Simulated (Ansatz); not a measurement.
# AlO (SMILES [O]=[Al]): UPBE/6-31G

What is the electronic atomisation energy of AlO at UPBE/6-31G? 

Program for the calculation: Ansatz 0.2.0.

48 further runs of the same task are left out: 2 that didn't finish, 46 set aside as unsound or not needed.

## 1. The system as given

AlO has 2 atoms, charge 0, and is taken as a doublet. As SMILES, `[O]=[Al]`. Geometry: relaxed at PBE0-D4/def2-TZVP.

Bond lengths: O1–Al2 1.620 Å.

## 2. A single-point energy at UPBE/6-31G

The input, in.yaml:

```yaml
crystal:
  periodic: [false, false, false]
  atoms:
    - symbol: O
      position_ang: [0.000000, -0.000000, -0.024920]
    - symbol: Al
      position_ang: [-0.000000, 0.000000, 1.594970]
basis:
  gaussian: {orbitals: 6-31G}
magnetization: {spin_polarized: true, initial_magnetization: 1}
hamiltonian: {xc: {name: PBE}}
accuracy: high
```

Run with:

```console
$ ansatz run in.yaml --threads 1 --pin off --max-ram 3480MiB --events-out events.jsonl --progress --plain --runs-dir runs
```

What it wrote:

```text
Warning: RAYON_NUM_THREADS=1 ignored (pool sized by the plan → 1); use --threads N
Functional definition: PBE
  name "PBE"
  parameter kappa = 0.804
  parameter beta = 0.06672455060314922
  exchange = pbe_x(kappa = kappa, mu = beta*pi^2/3)
  correlation = pbe_c(beta = beta)
414 factors; integrals over basis functions are off by at most 2.8e-9 eV
mean field evaluation 1: about -8621.1020 eV, gradient 5.5e1 eV
mean field evaluation 2: about -8409.6229 eV, gradient 1.3e2 eV
mean field evaluation 4: about -8632.2916 eV, gradient 2.5e1 eV
mean field evaluation 8: about -8635.5835 eV, gradient 1.7e-1 eV
mean field evaluation 16: about -8635.5816 eV, gradient 1.7e-4 eV
mean field evaluation 32: about -8634.3386 eV, gradient 1.7e0 eV
mean field -8635.58164808 eV, -317.3517721596 hartree, gradient 1.1e-8 eV, S^2 0.753284; 3 other end points of the search recorded, 0 dependent functions left out
reference -8635.58165073 eV, -317.3517722567 hartree; 11, 10 occupied and 11, 12 virtual orbitals, 414 factors
Total energy: -8635.58165073 eV, -317.3517722567 hartree
```

It took 1.6 s on 1 thread of Intel Xeon Platinum 8488C (Sapphire Rapids), shared host; peak memory 0.13 GiB.

## 3. The Al atom

The input, run.yaml:

```yaml
basis:
  gaussian:
    orbitals: 6-31G
crystal:
  periodic: [false, false, false]
  atoms:
    - {symbol: Al, position_ang: [0.000000, 0.000000, 0.000000]}
magnetization:
  spin_polarized: true
  initial_magnetization: 1
hamiltonian:
  xc: {name: PBE}
accuracy: high
```

Run the same way, it converges to -242.20535 Eh (log not shown).

## 4. The O atom

The input, job.yaml:

```yaml
basis:
  gaussian: {orbitals: 6-31G}
crystal:
  periodic: [false, false, false]
  atoms:
    - {symbol: O, position_ang: [0.000000, 0.000000, 0.000000]}
magnetization: {spin_polarized: true, initial_magnetization: 2}
hamiltonian: {xc: {name: PBE}}
accuracy: high
```

Run with:

```console
$ ansatz run job.yaml --threads 1 --pin off --max-ram 3480MiB --events-out events.jsonl --progress --plain --runs-dir runs
```

What it wrote, shortened:

```text
Warning: RAYON_NUM_THREADS=1 ignored (pool sized by the plan → 1); use --threads N
[... 6 set-up lines as earlier in the session ...]
46 factors; integrals over basis functions are off by at most 1.6e-9 eV
mean field evaluation 1: about -2039.9130 eV, gradient 6.3e0 eV
mean field evaluation 2: about -2039.9438 eV, gradient 5.8e0 eV
mean field evaluation 4: about -2040.0720 eV, gradient 6.5e-2 eV
mean field evaluation 8: about -2040.0717 eV, gradient 4.7e-4 eV
mean field evaluation 16: about -2040.0717 eV, gradient 3.2e-2 eV
mean field evaluation 32: about -2040.0717 eV, gradient 6.6e-5 eV
mean field -2040.07168308 eV, -74.9712515428 hartree, gradient 5.1e-8 eV, S^2 2.001048; 2 other end points of the search recorded, 0 dependent functions left out
reference -2040.07168367 eV, -74.9712515648 hartree; 5, 3 occupied and 4, 6 virtual orbitals, 46 factors
Total energy: -2040.07168367 eV, -74.9712515648 hartree
```

It took 0.3 s on 1 thread of Intel Xeon Platinum 8488C (Sapphire Rapids), shared host.

## 5. Results

At UPBE/6-31G:

| quantity | value |
| --- | --- |
| molecule: total energy | -317.35177 Eh |
| molecule: ⟨S²⟩ | 0.753 |
| Al atom: total energy | -242.20535 Eh |
| Al atom: ⟨S²⟩ | 0.750 |
| O atom: total energy | -74.97125 Eh |
| O atom: ⟨S²⟩ | 2.001 |
| electronic atomisation energy | 4.767 eV |

In words: Taking the molecule apart into free atoms costs 4.77 eV (460 kJ/mol), before zero-point energy and without spin-orbit coupling. The basis has no polarisation functions, which makes bonds too weak.
